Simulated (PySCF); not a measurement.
# LiZn: basis, grid and Hamiltonian

Aim: see how much the energy and properties of LiZn depend on the numerical set-up.

Method: method and basis as typed in the scripts; program: PySCF 2.14.0.

### 1 Where the work starts

LiZn: 2 atoms, charge 0, spin multiplicity 2.

Bond lengths: Li1–Zn2 2.475 Å.

### 2 Base script

File input.py:

```python
from pyscf import gto, scf, cc

mol = gto.M(
    atom='Li 0 0 0; Zn 0 0 2.475',
    basis='def2-svpd',
    charge=0,
    spin=1,
    symmetry=True,
    verbose=4,
)
mf = scf.UHF(mol)
mf.kernel()
mycc = cc.CCSD(mf, frozen=5)
mycc.kernel()
mycc.ccsd_t()
mf.dip_moment()
print('orbital energies (hartree):', [e[max(0, n-3):n+3].round(4) for e, n in zip(mf.mo_energy, mol.nelec)])
```

Started as:

```bash
$ OMP_NUM_THREADS=1 python input.py
```

Its log is not repeated here.

In short: E(SCF) = -1784.975499 Eh, 14 cycles, E(CCSD) − E(SCF) = -0.34903 Eh, (T) = -0.01121 Eh, ⟨S²⟩ = 0.808, μ = 0.54 D (of the SCF density).

The bond length is a typed value, not an optimised one.

### 3 Lanl2dz (core potential on)

Edit 1 changes basis set: def2-svpd → lanl2dz; core potential: off → on; frozen orbitals: 5 → none. The core potential changes with it: totals don't compare.

File input.py:

```python
from pyscf import gto, scf, cc

mol = gto.M(
    atom='Li 0 0 0; Zn 0 0 2.475',
    basis='lanl2dz',
    ecp={'Zn': 'lanl2dz'},
    charge=0,
    spin=1,
    symmetry=True,
    verbose=4,
)
mf = scf.UHF(mol)
mf.kernel()
mycc = cc.CCSD(mf)
mycc.kernel()
mycc.ccsd_t()
mf.dip_moment()
print('orbital energies (hartree):', [e[max(0, n-3):n+3].round(4) for e, n in zip(mf.mo_energy, mol.nelec)])
```

Started as:

```bash
$ OMP_NUM_THREADS=1 python input.py
```

### 4 Spin-free X2C on

Edit 2 changes spin-free X2C: off → on.

input.py, as its differences from that of step 2:

```diff
@@ -11,2 +11,3 @@
 mf = scf.UHF(mol)
+mf = mf.sfx2c1e()
 mf.kernel()
```

### 5 Jorge-dzp

Edit 3 changes basis set: def2-svpd → jorge-dzp.

input.py, as its differences from that of step 2:

```diff
@@ -4,3 +4,3 @@
     atom='Li 0 0 0; Zn 0 0 2.475',
-    basis='def2-svpd',
+    basis='jorge-dzp',
     charge=0,
```

### 6 Cartesian functions on

Edit 4 changes Cartesian functions: off → on.

input.py, as its differences from that of step 2:

```diff
@@ -8,2 +8,3 @@
     symmetry=True,
+    cart=True,
     verbose=4,
```

Before running it: what results should come out? Wanted: for each run, E(SCF); from base; gap, α spin; SCF dipole; after the SCF.

The runs gave:

```csv
run,E(SCF) (hartree),from base (eV),cycles,"gap, α spin (eV)",SCF dipole (D),functions,after the SCF
base,-1784.975499,0,14,5.00,0.54,46,"CCSD(T) correlation -9.802 eV, core frozen"
lanl2dz (core potential on),-70.938603,not comparable,22,5.06,1.06,27,CCSD(T) correlation -5.201 eV
spin-free X2C on,-1798.142972,-358.3052,13,5.00,0.94,46,"CCSD(T) correlation -9.767 eV, core frozen"
jorge-dzp,-1785.099299,-3.3688,14,5.08,0.60,58,"CCSD(T) correlation -12.424 eV, core frozen"
Cartesian functions on,-1784.978773,-0.0891,14,5.00,0.60,51,"CCSD(T) correlation -12.057 eV, core frozen"
```

What this shows: The largest comparable shift of the SCF energy, -358.305 eV, comes with the run “spin-free X2C on”. Scalar relativity lowers the total energy by 358.31 eV, nearly all of it in the inner shells; a basis contracted without relativity catches only part of it. jorge-dzp (58 functions) gives an energy 3.37 eV lower than def2-svpd (46).
